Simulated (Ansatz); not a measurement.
# BF3H3Si: the cost of one run

All numbers below are computed with Ansatz 0.2.0 (UKS PBE/STO-3G).

## (1) Starting point

Bond lengths: B2–Si3 1.973 Å, Si3–F4 1.592 Å, Si3–F5 1.591 Å, Si3–F6 1.605 Å, B2–H7 1.167 Å, B2–H8 1.167 Å. Angles: B2–Si3–F4 118.0°, B2–Si3–F5 116.6°, B2–Si3–F6 114.0°, F4–Si3–F5 104.9°, F4–Si3–F6 99.9°, F5–Si3–F6 100.8°, Si3–B2–H7 116.8°, Si3–B2–H8 117.3°, H7–B2–H8 121.0°.

Coordinates:

```xyz
8

H     0.4401    0.7601    1.0501
B    -0.9587    0.4802    0.5508
Si    0.5164   -0.3722   -0.4441
F     1.4498   -1.3998    0.3358
F     1.5235    0.6013   -1.1996
F     0.0316   -1.3040   -1.6576
H    -1.5617   -0.1993    1.2838
H    -1.4408    1.4337    0.0808
```

## (2) Run 1

150 steps of 0.5 fs at constant energy, with velocities drawn for 600 K.

The input, input.yaml:

```yaml
crystal:
  periodic: [false, false, false]
  atoms:
    - { symbol: H, position_ang: [0.4401, 0.7601, 1.0501] }
    - { symbol: B, position_ang: [-0.9587, 0.4802, 0.5508] }
    - { symbol: Si, position_ang: [0.5164, -0.3722, -0.4441] }
    - { symbol: F, position_ang: [1.4498, -1.3998, 0.3358] }
    - { symbol: F, position_ang: [1.5235, 0.6013, -1.1996] }
    - { symbol: F, position_ang: [0.0316, -1.304, -1.6576] }
    - { symbol: H, position_ang: [-1.5617, -0.1993, 1.2838] }
    - { symbol: H, position_ang: [-1.4408, 1.4337, 0.0808] }
magnetization:
  spin_polarized: true
  initial_magnetization: 1
basis:
  gaussian: { orbitals: STO-3G }
hamiltonian:
  xc: pbe
md:
  timestep: 0.5
  n_steps: 150
  ensemble: nve
  temperature: 600.0
  initial_velocities: maxwell_boltzmann
  seed: 237051
```

On the command line:

```
ansatz run input.yaml --threads 1 --pin off --max-ram 2048MiB --backend cpu --events-out ev --progress --plain --runs-dir out
```

What time and memory should one allow on 1 thread of Intel Xeon Platinum 8488C (Sapphire Rapids), shared host?

About 4.2 min, with a peak of 0.12 GiB.
